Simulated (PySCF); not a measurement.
# BrCl: magnetic properties

The task here is to estimate one member of a computed series from the others.

Computed with PySCF 2.14.0 and routines of our own; the level stands in each step. Atoms count from 0.

### The system as given

2 atoms, charge 0, multiplicity 1; geometry from: GFN2-xTB.

Set-up of the first run:

The job: settings as JSON, then the geometry in Å.

```
{"job": {"xc": "PBE0", "basis": "def2-SVP", "d3": "d3bj", "grid": 1, "kind": "geom"}, "charge": 0, "multiplicity": 1}
Cl     1.069195    -0.002889    -0.002844
Br    -1.066438     0.004158    -0.011304
```

The run is started by

```
> OMP_NUM_THREADS=1 python excited_run.py task.json out
```

The driver reads the jobs from task.json and runs them one after another.

Among the steps run: Optimising the geometry at PBE0-D3(BJ)/def2-SVP; Magnetic properties: GIAO HF/aug-pcSseg-2; Magnetic properties: GIAO LDA/aug-pcSseg-2; Magnetic properties: GIAO PBE/aug-pcSseg-2; Magnetic properties: GIAO BLYP/aug-pcSseg-2; Magnetic properties: GIAO BP86/aug-pcSseg-2; Magnetic properties: GIAO OPBE/aug-pcSseg-2; Magnetic properties: GIAO OLYP/aug-pcSseg-2; Magnetic properties: GIAO KT1/aug-pcSseg-2; Magnetic properties: GIAO KT2/aug-pcSseg-2; Magnetic properties: GIAO KT3/aug-pcSseg-2; Magnetic properties: GIAO B97-D/aug-pcSseg-2; Magnetic properties: GIAO HCTH407/aug-pcSseg-2.

One of the session's tables, all rows but one given; the rest of the session is left out.

| level | gap (eV) |
| --- | --- |
| GIAO HF/aug-pcSseg-2 | 11.60 |
| GIAO LDA/aug-pcSseg-2 | 2.42 |
| GIAO PBE/aug-pcSseg-2 | 2.51 |
| GIAO BLYP/aug-pcSseg-2 | 2.47 |
| GIAO BP86/aug-pcSseg-2 | 2.51 |
| GIAO OPBE/aug-pcSseg-2 | 2.61 |
| GIAO OLYP/aug-pcSseg-2 | 2.55 |
| GIAO KT1/aug-pcSseg-2 | 2.53 |
| GIAO KT2/aug-pcSseg-2 | 2.53 |
| GIAO KT3/aug-pcSseg-2 | 2.58 |
| GIAO B97-D/aug-pcSseg-2 | ? |
| GIAO HCTH407/aug-pcSseg-2 | 2.55 |

**Question.** Estimate the row for GIAO B97-D/aug-pcSseg-2.

The run gave: gap (eV): 2.52. In the column «gap (eV)» it lies between GIAO BP86/aug-pcSseg-2 (2.51) and GIAO KT1/aug-pcSseg-2 (2.53).

Caveats from the session: Vibrational averaging and real surroundings are missing from these values.
